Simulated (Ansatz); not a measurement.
# CH7FGeOSi: the cost of one run

The runs use Ansatz 0.2.0, Gaussian basis; the settings change from run to run.

**1. The geometry**

The geometry comes from an earlier relaxation with PBE0-D4 in a triple-zeta def2 set; it is a stationary point, not always the lowest conformer.

SMILES `CO[SiH](F)[GeH3]`, 12 atoms, charge 0, spin multiplicity 1.

Atoms are counted from 1 here; the program's logs count them from 0.

Bond lengths: C1–O2 1.414 Å, C1–H6 1.091 Å, C1–H7 1.093 Å, C1–H8 1.096 Å, O2–Si3 1.628 Å, Si3–F4 1.604 Å, Si3–Ge5 2.373 Å, Si3–H9 1.489 Å, Ge5–H10 1.537 Å, Ge5–H11 1.537 Å, Ge5–H12 1.536 Å. Angles: O2–C1–H6 108.3°, O2–C1–H7 110.6°, O2–C1–H8 111.5°, H6–C1–H7 108.9°, H6–C1–H8 108.7°, H7–C1–H8 108.8°, C1–O2–Si3 124.9°, O2–Si3–F4 110.4°, O2–Si3–Ge5 107.0°, O2–Si3–H9 109.7°, F4–Si3–Ge5 109.4°, F4–Si3–H9 105.0°, Ge5–Si3–H9 115.3°, Si3–Ge5–H10 109.9°, Si3–Ge5–H11 110.3°, Si3–Ge5–H12 110.6°, H10–Ge5–H11 108.4°, H10–Ge5–H12 108.9° and more.

**2. wB97X-V/cc-pVTZ**

Options: multiplicity 3.

The input, in.yaml:

```yaml
crystal:
  periodic: [false, false, false]
  atoms:
    - {symbol: C, position_ang: [-1.736593, 0.942056, 1.176210]}
    - {symbol: O, position_ang: [-0.655914, 0.727371, 0.290500]}
    - {symbol: Si, position_ang: [0.038567, -0.715964, 0.001235]}
    - {symbol: F, position_ang: [-0.966520, -1.669177, -0.806929]}
    - {symbol: Ge, position_ang: [1.967095, -0.305488, -1.319109]}
    - {symbol: H, position_ang: [-1.738656, 1.994006, 1.464637]}
    - {symbol: H, position_ang: [-2.686203, 0.706815, 0.688082]}
    - {symbol: H, position_ang: [-1.642486, 0.330226, 2.080454]}
    - {symbol: H, position_ang: [0.287086, -1.419865, 1.289308]}
    - {symbol: H, position_ang: [2.969125, 0.551263, -0.528813]}
    - {symbol: H, position_ang: [2.650502, -1.631522, -1.690902]}
    - {symbol: H, position_ang: [1.590997, 0.435078, -2.610771]}
basis:
  gaussian: {orbitals: cc-pVTZ}
magnetization: {spin_polarized: true, initial_magnetization: 2}
hamiltonian: {xc: {name: wB97X-V}}
output: {forces: true}
```

Command:

```console
$ ansatz run in.yaml --threads 4 --pin off --events-out ev --progress --plain --max-ram 11315MiB
```

**Question.** How long does this run take on 4 threads of Arm Neoverse V2, shared host, and how much memory does it need?

About 64 s, with a peak of 2 GiB.
